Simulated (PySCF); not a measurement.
# [La(NH3)6]3+: other functionals and bases at one geometry

Aim: see how levels, charges and forces of [La(NH3)6]3+ depend on the level of theory. It is a constructed species; whether it can be made isn't addressed.

Program: PySCF 2.14.0. Level of theory: several levels, as the steps say, no spin–orbit coupling. These are calculated values, not measurements.

2 further runs of the same task are left out: 2 for a known fault of the program.

### Step 1. Starting geometry

25 atoms, charge 3, spin multiplicity 1.

Bond lengths: La1–N2 2.702 Å, La1–N6 2.702 Å, La1–N10 2.702 Å, La1–N14 2.702 Å, La1–N18 2.702 Å, La1–N22 2.702 Å, N2–H3 1.029 Å, N2–H4 1.029 Å, N2–H5 1.029 Å, N6–H7 1.029 Å, N6–H8 1.029 Å, N6–H9 1.029 Å, N10–H11 1.029 Å, N10–H12 1.029 Å, N10–H13 1.029 Å, N14–H15 1.029 Å, N14–H16 1.029 Å, N14–H17 1.029 Å and more. Angles: N2–La1–N6 180.0°, N2–La1–N10 89.8°, N2–La1–N14 89.7°, N2–La1–N18 90.2°, N2–La1–N22 90.3°, N6–La1–N10 90.2°, N6–La1–N14 90.3°, N6–La1–N18 89.8°, N6–La1–N22 89.7°, N10–La1–N14 90.0°, N10–La1–N18 180.0°, N10–La1–N22 90.0°, N14–La1–N18 90.0°, N14–La1–N22 180.0°, N18–La1–N22 90.0°, La1–N2–H3 115.5°, La1–N2–H4 115.5°, La1–N2–H5 115.5° and more.

As a file:

```xyz
25

La    0.0000    0.0000    0.0000
N     0.0052    0.0077    2.7023
H     0.8106    0.4733    3.1418
H    -0.7980    0.4730    3.1461
H     0.0067   -0.9198    3.1476
N    -0.0052   -0.0077   -2.7023
H     0.7980   -0.4730   -3.1461
H    -0.8106   -0.4733   -3.1418
H    -0.0067    0.9198   -3.1476
N     2.7018   -0.0012    0.0020
H     3.1437   -0.4644    0.8075
H     3.1474   -0.4644   -0.8014
H     3.1423    0.9287    0.0020
N     0.0011    2.7018    0.0066
H     0.4509    3.1415    0.8209
H     0.4778    3.1495   -0.7878
H    -0.9287    3.1423   -0.0064
N    -2.7018    0.0012   -0.0020
H    -3.1474    0.4644    0.8014
H    -3.1437    0.4644   -0.8075
H    -3.1423   -0.9287   -0.0020
N    -0.0011   -2.7018   -0.0066
H    -0.4778   -3.1495    0.7878
H    -0.4509   -3.1415   -0.8209
H     0.9287   -3.1423    0.0064
```

Formal oxidation states: La +3. The 4f shell is empty and lies in the core potential. An earlier session relaxed this geometry at PBE0, La lcecp-1-SVP with ECP46, N def2-SVP, H def2-SVP (singlet, point group Ci).

At PBE0 on the finer grid: E = -369.543683 Eh, HOMO -20.73 eV, LUMO -12.71 eV, Mulliken charge on La1 +1.43 e, largest force component 0.003 eV/Å. The large-core potential holds the 4f shell empty.

Levels to run: r2SCAN; TPSSh; BLYP; PBE; PBE0, TZVP. Hardware: 4 threads of Arm Neoverse V1, shared host.

### Step 2. r2SCAN

Input file run.py (the lines that set the calculation):

```python
mol = gto.M(atom='''
La     0.00000     0.00000     0.00000
N      0.00522     0.00767     2.70228
H      0.81060     0.47334     3.14185
H     -0.79799     0.47298     3.14609
H      0.00669    -0.91985     3.14764
N     -0.00522    -0.00767    -2.70228
H      0.79799    -0.47298    -3.14609
H     -0.81060    -0.47334    -3.14185
H     -0.00669     0.91985    -3.14764
N      2.70180    -0.00117     0.00199
H      3.14372    -0.46442     0.80754
H      3.14739    -0.46445    -0.80138
H      3.14235     0.92870     0.00203
N      0.00114     2.70178     0.00662
H      0.45090     3.14154     0.82094
H      0.47777     3.14946    -0.78780
H     -0.92867     3.14231    -0.00642
N     -2.70180     0.00117    -0.00199
H     -3.14739     0.46445     0.80138
H     -3.14372     0.46442    -0.80754
H     -3.14235    -0.92870    -0.00203
N     -0.00114    -2.70178    -0.00662
H     -0.47777    -3.14946     0.78780
H     -0.45090    -3.14154    -0.82094
H      0.92867    -3.14231     0.00642''',
    basis={'La': 'lcecp-1-SVP', 'N': 'def2-SVP', 'H': 'def2-SVP'},
    ecp={'La': 'lcecp-1-SVP'},
    charge=3, spin=0)
mf = dft.RKS(mol, xc='R2SCAN')
mf.grids.atom_grid = (75, 302)  # f atoms: unpruned, at least (60, 302)
mf = mf.density_fit()  # fitting sets: La AutoAux, N def2-universal-JKFIT, H def2-universal-JKFIT
mf.conv_tol = 1e-08; mf.max_cycle = 55
mf.kernel(dm0)  # dm0: the density of the relaxed state
```

Started as:

```sh
> OMP_NUM_THREADS=4 python run.py
```

Log:

```text
init E= -369.750231625967
  HOMO = -0.718336933934493  LUMO = -0.492396548213338  gap/eV = 6.14815
cycle= 1 E= -369.751605591282  delta_E= -0.00137  |g|= 0.0101  |ddm|= 0.12
  HOMO = -0.716755206366323  LUMO = -0.488599641728083  gap/eV = 6.20843
cycle= 2 E= -369.751618824908  delta_E= -1.32e-05  |g|= 0.00737  |ddm|= 0.0322
  HOMO = -0.717664429783593  LUMO = -0.490452110224104  gap/eV = 6.18276
cycle= 3 E= -369.751635590226  delta_E= -1.68e-05  |g|= 0.00111  |ddm|= 0.013
  HOMO = -0.717536674162742  LUMO = -0.490441440249932  gap/eV = 6.17958
cycle= 4 E= -369.751635778406  delta_E= -1.88e-07  |g|= 0.000554  |ddm|= 0.00132
  HOMO = -0.717539368833748  LUMO = -0.490375804947777  gap/eV = 6.18144
cycle= 5 E= -369.751635858631  delta_E= -8.02e-08  |g|= 3.55e-05  |ddm|= 0.000631
  HOMO = -0.717536091238749  LUMO = -0.490370249184893  gap/eV = 6.18150
cycle= 6 E= -369.751635858894  delta_E= -2.63e-10  |g|= 5.59e-06  |ddm|= 5.36e-05
  HOMO = -0.71753672863828  LUMO = -0.490373175886913  gap/eV = 6.18144
Extra cycle  E= -369.7516358589  delta_E= -6.14e-12  |g|= 4.12e-06  |ddm|= 2.14e-05
converged SCF energy = -369.7516358589
```

It took 54 s on 4 threads of Arm Neoverse V1, shared host.

Read off: E = -369.751636 Eh, HOMO -19.53 eV, LUMO -13.34 eV, Mulliken charge on La1 +1.42 e, largest force component 0.124 eV/Å. The large-core potential holds the 4f shell empty.

### Step 3. TPSSh

run.py (the lines that set the calculation), as its differences from that of step 2:

```diff
@@ -29,3 +29,3 @@
     charge=3, spin=0)
-mf = dft.RKS(mol, xc='R2SCAN')
+mf = dft.RKS(mol, xc='TPSSH')
 mf.grids.atom_grid = (75, 302)  # f atoms: unpruned, at least (60, 302)
```

Started as:

```sh
> OMP_NUM_THREADS=4 python run.py
```

Log:

```text
init E= -369.944879722442
  HOMO = -0.731568319719885  LUMO = -0.479121485713188  gap/eV = 6.86943
cycle= 1 E= -369.946494012617  delta_E= -0.00161  |g|= 0.0059  |ddm|= 0.103
  HOMO = -0.732343658737807  LUMO = -0.479515215239322  gap/eV = 6.87981
cycle= 2 E= -369.946498940243  delta_E= -4.93e-06  |g|= 0.00314  |ddm|= 0.0136
  HOMO = -0.731916485355863  LUMO = -0.479459342937295  gap/eV = 6.86971
cycle= 3 E= -369.946499966933  delta_E= -1.03e-06  |g|= 0.00236  |ddm|= 0.00455
  HOMO = -0.732064383592058  LUMO = -0.479452396586694  gap/eV = 6.87392
cycle= 4 E= -369.946501168038  delta_E= -1.2e-06  |g|= 4.49e-05  |ddm|= 0.0018
  HOMO = -0.732070435629664  LUMO = -0.479457355161297  gap/eV = 6.87395
cycle= 5 E= -369.946501168462  delta_E= -4.23e-10  |g|= 1.36e-05  |ddm|= 7.71e-05
  HOMO = -0.732069434111346  LUMO = -0.479454432786766  gap/eV = 6.87400
Extra cycle  E= -369.946501168482  delta_E= -2.05e-11  |g|= 8.96e-06  |ddm|= 2.34e-05
converged SCF energy = -369.946501168482
```

Run time: 59 s. Hardware: 4 threads of Arm Neoverse V1, shared host.

It gives: E = -369.946501 Eh, HOMO -19.92 eV, LUMO -13.05 eV, Mulliken charge on La1 +1.43 e, largest force component 0.132 eV/Å. The large-core potential holds the 4f shell empty.

### Step 4. BLYP

run.py (the lines that set the calculation), as its differences from that of step 3:

```diff
@@ -29,3 +29,3 @@
     charge=3, spin=0)
-mf = dft.RKS(mol, xc='TPSSH')
+mf = dft.RKS(mol, xc='BLYP')
 mf.grids.atom_grid = (75, 302)  # f atoms: unpruned, at least (60, 302)
```

Started as:

```sh
> OMP_NUM_THREADS=4 python run.py
```

Log:

```text
init E= -369.735655273704
  HOMO = -0.697852907992388  LUMO = -0.496079366795414  gap/eV = 5.49054
cycle= 1 E= -369.744152212701  delta_E= -0.0085  |g|= 0.0411  |ddm|= 0.449
  HOMO = -0.694871044836306  LUMO = -0.491776034004799  gap/eV = 5.52650
cycle= 2 E= -369.743821969471  delta_E= 0.00033  |g|= 0.0563  |ddm|= 0.0897
  HOMO = -0.699377498221041  LUMO = -0.494603763373513  gap/eV = 5.57218
cycle= 3 E= -369.744462113428  delta_E= -0.00064  |g|= 0.0101  |ddm|= 0.0503
  HOMO = -0.69910442633417  LUMO = -0.495640092715969  gap/eV = 5.53655
cycle= 4 E= -369.744487920259  delta_E= -2.58e-05  |g|= 0.0015  |ddm|= 0.0151
  HOMO = -0.698887782055589  LUMO = -0.495216639511727  gap/eV = 5.54217
cycle= 5 E= -369.744488772029  delta_E= -8.52e-07  |g|= 0.000133  |ddm|= 0.00287
  HOMO = -0.698881472202483  LUMO = -0.495215714240517  gap/eV = 5.54203
cycle= 6 E= -369.744488776252  delta_E= -4.22e-09  |g|= 1.55e-05  |ddm|= 0.000137
  HOMO = -0.698882108435108  LUMO = -0.495221606199304  gap/eV = 5.54188
Extra cycle  E= -369.744488776256  delta_E= -3.87e-12  |g|= 1.68e-05  |ddm|= 5.77e-05
converged SCF energy = -369.744488776256
```

Wall time 28 s (4 threads of Arm Neoverse V1, shared host).

Read off: E = -369.744489 Eh, HOMO -19.02 eV, LUMO -13.48 eV, Mulliken charge on La1 +1.21 e, largest force component 0.378 eV/Å. The large-core potential holds the 4f shell empty.

### Step 5. PBE

run.py (the lines that set the calculation), as its differences from that of step 4:

```diff
@@ -29,3 +29,3 @@
     charge=3, spin=0)
-mf = dft.RKS(mol, xc='BLYP')
+mf = dft.RKS(mol, xc='PBE')
 mf.grids.atom_grid = (75, 302)  # f atoms: unpruned, at least (60, 302)
```

Started as:

```sh
> OMP_NUM_THREADS=4 python run.py
```

Log:

```text
init E= -369.514447091877
  HOMO = -0.702558672727363  LUMO = -0.503403043902928  gap/eV = 5.41930
cycle= 1 E= -369.518363373566  delta_E= -0.00392  |g|= 0.0271  |ddm|= 0.305
  HOMO = -0.703185089338082  LUMO = -0.493757945385216  gap/eV = 5.69880
cycle= 2 E= -369.518298960204  delta_E= 6.44e-05  |g|= 0.0334  |ddm|= 0.115
  HOMO = -0.702802005934849  LUMO = -0.498280081962365  gap/eV = 5.56533
cycle= 3 E= -369.51864419866  delta_E= -0.000345  |g|= 0.00853  |ddm|= 0.053
  HOMO = -0.703602498909695  LUMO = -0.499240728975619  gap/eV = 5.56097
cycle= 4 E= -369.51865996134  delta_E= -1.58e-05  |g|= 0.00116  |ddm|= 0.00927
  HOMO = -0.703469687353378  LUMO = -0.499140979391385  gap/eV = 5.56007
cycle= 5 E= -369.518660262486  delta_E= -3.01e-07  |g|= 9.68e-05  |ddm|= 0.00108
  HOMO = -0.703460359186243  LUMO = -0.499124825120019  gap/eV = 5.56025
cycle= 6 E= -369.51866026476  delta_E= -2.27e-09  |g|= 5.78e-06  |ddm|= 0.000137
  HOMO = -0.703461546411389  LUMO = -0.499127884339337  gap/eV = 5.56020
Extra cycle  E= -369.518660264766  delta_E= -6.82e-12  |g|= 4.82e-06  |ddm|= 2.08e-05
converged SCF energy = -369.518660264766
```

Wall time 32 s (4 threads of Arm Neoverse V1, shared host).

It gives: E = -369.518660 Eh, HOMO -19.14 eV, LUMO -13.58 eV, Mulliken charge on La1 +1.23 e, largest force component 0.423 eV/Å. The large-core potential holds the 4f shell empty.

### Step 6. PBE0, TZVP

Basis: La lcecp-1-TZVP with ECP46, N def2-TZVP, H def2-TZVP. 

run.py (the lines that set the calculation), as its differences from that of step 5:

```diff
@@ -26,6 +26,6 @@
 H      0.92867    -3.14231     0.00642''',
-    basis={'La': 'lcecp-1-SVP', 'N': 'def2-SVP', 'H': 'def2-SVP'},
-    ecp={'La': 'lcecp-1-SVP'},
+    basis={'La': 'lcecp-1-TZVP', 'N': 'def2-TZVP', 'H': 'def2-TZVP'},
+    ecp={'La': 'lcecp-1-TZVP'},
     charge=3, spin=0)
-mf = dft.RKS(mol, xc='PBE')
+mf = dft.RKS(mol, xc='PBE0')
 mf.grids.atom_grid = (75, 302)  # f atoms: unpruned, at least (60, 302)
@@ -33,2 +33,2 @@
 mf.conv_tol = 1e-08; mf.max_cycle = 55
-mf.kernel(dm0)  # dm0: the density of the relaxed state
+mf.kernel(dm0)  # dm0: free metal ions and neutral atoms
```

Started as:

```sh
> OMP_NUM_THREADS=4 python run.py
```

Log:

```text
init E= -362.235268931387
  HOMO = -0.975495084209019  LUMO = -0.635764217177891  gap/eV = 9.24455
cycle= 1 E= -368.866913764771  delta_E= -6.63  |g|= 2.36  |ddm|= 3.02
  HOMO = -0.532505758264586  LUMO = -0.387046421389448  gap/eV = 3.95815
cycle= 2 E= -368.04163380212  delta_E= 0.825  |g|= 2.89  |ddm|= 2.94
  HOMO = -0.773172735159007  LUMO = -0.45856831698629  gap/eV = 8.56082
cycle= 3 E= -369.916492762461  delta_E= -1.87  |g|= 0.174  |ddm|= 1.96
  HOMO = -0.766731254471206  LUMO = -0.476959041974808  gap/eV = 7.88510
cycle= 4 E= -369.923247684897  delta_E= -0.00675  |g|= 0.0406  |ddm|= 0.213
  HOMO = -0.761793974659052  LUMO = -0.465723559888509  gap/eV = 8.05649
cycle= 5 E= -369.923729974037  delta_E= -0.000482  |g|= 0.00271  |ddm|= 0.0624
  HOMO = -0.762367829793619  LUMO = -0.466708801745575  gap/eV = 8.04529
cycle= 6 E= -369.923732103853  delta_E= -2.13e-06  |g|= 0.000328  |ddm|= 0.00522
  HOMO = -0.762355058379778  LUMO = -0.466611660436964  gap/eV = 8.04759
cycle= 7 E= -369.923732136232  delta_E= -3.24e-08  |g|= 0.000157  |ddm|= 0.000829
  HOMO = -0.762360449995468  LUMO = -0.466621599144023  gap/eV = 8.04746
cycle= 8 E= -369.92373214072  delta_E= -4.49e-09  |g|= 5.54e-05  |ddm|= 0.000137
  HOMO = -0.762361756968185  LUMO = -0.466629341645539  gap/eV = 8.04729
Extra cycle  E= -369.923732140328  delta_E= 3.92e-10  |g|= 7.2e-05  |ddm|= 8.97e-05
converged SCF energy = -369.923732140328
```

Run time: 2.4 min. Hardware: 4 threads of Arm Neoverse V1, shared host.

Result: E = -369.923732 Eh, HOMO -20.74 eV, LUMO -12.70 eV, Mulliken charge on La1 +2.01 e, largest force component 0.401 eV/Å. The large-core potential holds the 4f shell empty.

### Step 7. Results

| level | state | HOMO (eV) | gap (eV) | charge on La1 (e) | dipole (D) | largest force component (eV/Å) | basis functions | time |
| --- | --- | --- | --- | --- | --- | --- | --- | --- |
| PBE0 (relaxed here) | singlet | -20.73 | 8.02 | 1.43 | 0.00 | 0.00 | 207 | 48 s |
| r2SCAN | singlet | -19.53 | 6.18 | 1.42 | 0.00 | 0.12 | 207 | 54 s |
| TPSSh | singlet | -19.92 | 6.87 | 1.43 | 0.00 | 0.13 | 207 | 59 s |
| BLYP | singlet | -19.02 | 5.54 | 1.21 | 0.00 | 0.38 | 207 | 28 s |
| PBE | singlet | -19.14 | 5.56 | 1.23 | 0.00 | 0.42 | 207 | 32 s |
| PBE0, TZVP | singlet | -20.74 | 8.05 | 2.01 | 0.00 | 0.40 | 341 | 2.4 min |

Times are on 4 threads of Arm Neoverse V1, shared host; the first row also made further properties. The dipole of a charged species depends on the origin, so these sizes hold for this origin alone.

In one basis the HOMO–LUMO gap runs from 5.54 eV (BLYP) to 8.02 eV (PBE0). The largest leftover force, 0.42 eV/Å with PBE, stands at a geometry relaxed at another level. The Mulliken charge on La spans +1.21 to +2.01 e over the levels. With 4f in the core, its levels are missing from HOMO and gap, and its count is fixed, so no charge can pass from the ligands into it. Total energies of different levels can't be compared. Spin–orbit coupling is left out throughout.
